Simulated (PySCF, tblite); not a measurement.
**C2H14OSi5: geometry, infrared bands and NMR shifts**

Aim: predict the infrared bands and NMR shifts of C2H14OSi5 (`[SiH3]CO[Si@H]1C[SiH2][SiH2][SiH2]1`).

The runs use tblite 0.8.0 and PySCF 2.14.0, with density-fitted response routines of our own; the level of theory stands in each step. All values are computed, except where a source is named. Atoms are numbered from 0 throughout.

## (1) Starting geometry

22 atoms, charge 0, multiplicity 1; geometry from: force field or distance geometry start.

Bonds of the start (Å): Si0–C1 1.83, C1–O2 1.39, O2–Si3 1.69, Si3–C4 1.89, C4–Si5 1.87, Si5–Si6 2.25, Si6–Si7 2.25, Si7–Si3 2.21, Si0–H8 1.46, Si0–H9 1.49, Si0–H10 1.48, C1–H11 1.09, C1–H12 1.14, Si3–H13 1.45, C4–H14 1.11, C4–H15 1.10, Si5–H16 1.47, Si5–H17 1.46, Si6–H18 1.46, Si6–H19 1.45, Si7–H20 1.48, Si7–H21 1.46.

## (2) Relaxing the molecule with GFN2-xTB

What the job is given:

```
{"job": {"kind": "relax", "xc": "GFN2-xTB", "basis": "xTB"}, "charge": 0, "multiplicity": 1}
Si    -3.403000     0.244100     0.067500
C     -2.446200    -1.211200    -0.509700
O     -1.260500    -1.427700     0.192600
Si    -0.158700    -0.151300     0.109500
C      1.078800    -0.470400     1.506500
Si     2.298300     0.946300     1.360600
Si     3.074300     0.549600    -0.714100
Si     1.149800    -0.120000    -1.666000
H     -2.660500     1.154400     0.939800
H     -3.877400     0.937200    -1.158600
H     -4.581900    -0.214000     0.837500
H     -2.291000    -1.207900    -1.591700
H     -3.090100    -2.114700    -0.264000
H     -0.727900     1.172000     0.284900
H      1.673400    -1.373800     1.252000
H      0.595800    -0.522400     2.496100
H      1.572800     2.228600     1.417900
H      3.354700     0.853100     2.368700
H      4.033300    -0.546900    -0.654700
H      3.588900     1.757200    -1.335600
H      0.785500     0.949500    -2.618100
H      1.281200    -1.412300    -2.322000
```

Run with:

```console
$ OMP_NUM_THREADS=1 python probes_run.py task.json out
```

The driver reads the jobs from task.json and runs them one after another.

**Question.** This job is followed by: GFN2-xTB harmonic vibrations, gas phase; GIAO PBE0/pcSseg-1 NMR shielding, non-relativistic, gas phase. Predict these results of the whole session: strongest single infrared mode (GFN2-xTB); zero-point energy (GFN2-xTB); ¹³C shifts against TMS (PBE0/pcSseg-1); ¹H shifts against TMS (PBE0/pcSseg-1, means over atoms taken as alike); ²⁹Si shifts against TMS (PBE0/pcSseg-1); ¹⁷O shifts against H2O (PBE0/pcSseg-1); surface potential, 1st and 99th percentile.

**Answer**, as computed:

```
                                                              quantity                                                                       value
                             strongest single infrared mode (GFN2-xTB)                                                      2179 cm⁻¹, 1108 km/mol
                                          zero-point energy (GFN2-xTB)                                                               87.6 kcal/mol
                                ¹³C shifts against TMS (PBE0/pcSseg-1)                                                              55.1, -1.7 ppm
¹H shifts against TMS (PBE0/pcSseg-1, means over atoms taken as alike)  5.76, 4.27, 4.26, 3.91, 3.87, 3.78, 3.55, 3.52, 3.42, 3.13, 0.92, 0.05 ppm
                               ²⁹Si shifts against TMS (PBE0/pcSseg-1)                                      10.1, -76.9, -79.8, -123.1, -142.2 ppm
                                ¹⁷O shifts against H2O (PBE0/pcSseg-1)                                                                     4.0 ppm
                                 surface potential, 1st and 99th percentile                                                          -0.94 V and 1.24 V
```

**Reading.** Relaxing lowered the energy by 1.068 eV in 244 steps; the close pair that moved most is Si3–Si7, from 2.206 to 2.319 Å. All 60 modes are real, so the xTB geometry is a minimum. The strongest single mode, at 2179 cm⁻¹, is spread over several atoms, H16, H19, H18, H17 among them. Unscaled tight-binding wavenumbers are off by several per cent, some by more. Its intensities can rank the bands wrongly. C1 (sp3 CH2 bonded to O and Si) lies farthest downfield among carbon, at 55.1 ppm; pulled downfield by the heteroatom. At PBE0/pcSseg-1: Shielding is most anisotropic at Si3 (span 170 ppm, paramagnetic term -544 ppm). At PBE0/pcSseg-1, counted by nearest atom on the grid, the HOMO lies on O2 32 %; Si7 15 %, the LUMO on Si6, Si7 about 14 % each; Si3 10 %.
